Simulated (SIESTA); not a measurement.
Runs of SIESTA 5.4.2 on CsLiCr2Te2S3. It takes space group P3m1 (No. 156, trigonal). The conventional cell has a = 3.604 Å, b = 3.604 Å, c = 19.067 Å, α = 90.00°, β = 90.00°, γ = 120.00°. Cs (site symmetry 3m) has 3 S at 3.38 Å and 6 Cs at 3.60 Å and 3 Te at 3.77 Å as nearest neighbours. Around Li (site symmetry 3m) lie 6 S at 2.63 to 2.66 Å. Cr (site symmetry 3m) has 3 S at 2.40 Å and 3 Te at 2.74 Å as nearest neighbours. Cr (site symmetry 3m) has 6 S at 2.43 to 2.45 Å as nearest neighbours. Around Te (site symmetry 3m) lie 6 Te at 3.60 Å and 3 Cs at 3.77 Å. Around Te (site symmetry 3m) lie 3 Cr at 2.74 Å. S (site symmetry 3m) has 3 Cr at 2.45 Å and 3 Li at 2.63 Å as nearest neighbours. S (site symmetry 3m) has 3 Cr at 2.40 Å and 3 Li at 2.66 Å as nearest neighbours. The cell was built by a generator and needn't be a form met in nature.

| task | level | U | cell | k mesh | hubbard projector method | U from the first cycle | broadening (eV) | window from (eV) | window to (eV) | gap on the mesh (eV) | pressure (GPa) | moment (μB) | largest force (eV/Å) |
| --- | --- | --- | --- | --- | --- | --- | --- | --- | --- | --- | --- | --- | --- |
| density of states | PBE+U | Cr d U = 2 eV | as given | 9 × 9 × 2 | 1 | yes | 0.05 eV | -15 eV | 5 eV | none | (a) | 5.95 | (c) |
| single point | PBE | - | as given | 9 × 9 × 2 | - | - | - | - | - | none | 0.6 | 5.65 | (b) |
| density of states | PBE+U | Cr d U = 4 eV | as given | 9 × 9 × 2 | 1 | yes | 0.05 eV | -15 eV | 5 eV | none | 3.6 | 6.08 | 0.95 |
| relaxation of cell and atoms | vdW-DF2 | - | relaxed | 7 × 7 × 2 | - | - | - | - | - | none | 0.0 | 5.76 | 0.02 |
| band structure | BLYP | - | as given | 9 × 9 × 2 | - | - | - | - | - | none | 4.2 | 5.65 | 0.49 |

Alike in all rows: potentials or basis PseudoDojo 0.4 standard (PBE files), DZP (energy shift 0.003 Ry; two zetas on semicore shells; d shell added on Cs); spin collinear, ferromagnetic start; smearing fermi-dirac 0.05 eV; grid cutoff 800 Ry; energy shift 0.003 Ry.

Problem. Fill in the values left out.

Solution. (a) 2.1; (b) 0.22; (c) 0.62.

Caveats: the basis of atomic orbitals isn't converged, which shifts pressures, moduli and gaps; only a ferromagnetic start was run, and an antiferromagnetic order may lie lower in energy; the potentials were made for another functional, which shifts forces and pressure (some runs).

A k mesh can miss the band edges, and the runs leave out spin-orbit coupling on Cs, Te.

A gap of «none» marks a metal or a gap under the smearing width.

Not every run made on this cell is shown here.
